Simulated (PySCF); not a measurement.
# CoNOH: relaxation and vibrations of the doublet

Where does doublet CoNOH go from a linear start, is the end point a minimum, and what are its modes, charges and moments?

Program: PySCF 2.14.0. Level of theory: PBE0, basis Co def2-TZVP, N def2-TZVP, O def2-TZVP, H def2-TZVP, no relativity, density fitting. These are calculated values, not measurements.

## Step 1: The starting structure

4 atoms, charge 0, spin multiplicity 2.

Bond lengths: Co1–N2 1.630 Å, Co1–O3 1.740 Å, O3–H4 0.960 Å. Angles: N2–Co1–O3 180.0°, Co1–O3–H4 130.0°.

```xyz
4
charge 0 multiplicity 2
Co    0.0000    0.0000    0.0000
N     0.0000    0.0000    1.6300
O     0.0000    0.0000   -1.7400
H     0.7354    0.0000   -2.3571
```

## Step 2: First SCF at the start

The steps below are one call of a driver around PySCF. For each, scf.py gives the equivalent set-up of the SCF; relaxations use the driver's own optimiser. After this first run the driver tries any further starts and a stability analysis.

File scf.py:

```python
from pyscf import gto, scf, dft
mol = gto.M(atom='''
Co     0.000000     0.000000     0.000000
N      0.000000     0.000000     1.630000
O      0.000000     0.000000    -1.740000
H      0.735400     0.000000    -2.357100''',
    basis={'Co': 'def2-TZVP', 'N': 'def2-TZVP', 'O': 'def2-TZVP', 'H': 'def2-TZVP'},
    charge=0, spin=1)
mf = dft.UKS(mol, xc='PBE0')
mf.grids.atom_grid = (50, 194)
aux = {'Co': 'def2-universal-JKFIT', 'N': 'def2-universal-JKFIT', 'O': 'def2-universal-JKFIT', 'H': 'def2-universal-JKFIT'}
mf = mf.density_fit(auxbasis=aux)
mf.conv_tol = 1e-08
mf.diis_space = 10
mf.max_cycle = 60
mf.init_guess = 'minao'
mf.verbose = 4
mf.kernel()
```

On the command line:

```bash
$ OMP_NUM_THREADS=4 python axn.py task.json out
```

The runs that follow: Relaxing the doublet from the linear start; Hessian and properties.

Q: Predict the outcome of this session. Wanted: minimum; geometry; wavenumbers; dipole moment; highest occupied, lowest empty level; polar-tensor charge of Co1; zero-point energy; atomisation energy; ⟨S²⟩.

**Answer**, as computed:

```
                                          quantity                                                                  value
                                           minimum                                         broken-symmetry (Ms = 1/2), Cs
                                          geometry  Co–N 1.782 Å, Co–O 1.731 Å, O–H 0.954 Å; Co–O–H 141.0°, N–Co–O 170.1°
                                wavenumbers (cm⁻¹)           111 (a'), 200 (a''), 368 (a'), 576 (a'), 781 (a'), 3975 (a')
                                     dipole moment                                                                 1.75 D
highest occupied, lowest empty level (either spin)                                                        -7.33, -3.09 eV
                        polar-tensor charge of Co1                                                                +0.95 e
                                 zero-point energy                                                            35.9 kJ/mol
                               entropy at 298.15 K                                                        287.5 J/(mol K)
         atomisation energy (no zero-point energy)                                                            1006 kJ/mol
                                              ⟨S²⟩                                                                  2.313
```

In words: The linear start keeps its Cs symmetry and ends in a minimum. The determinant is spin-contaminated (⟨S²⟩ = 2.31 against 0.75), so it is no pure spin state. In the infrared the band at 3975 cm⁻¹ (a') leads. The first SCF alone would have been 26 kJ/mol too high. Only this shape and spin were tried, so other structures or states may lie lower. One determinant may miss the lowest occupation of an open d or f shell.
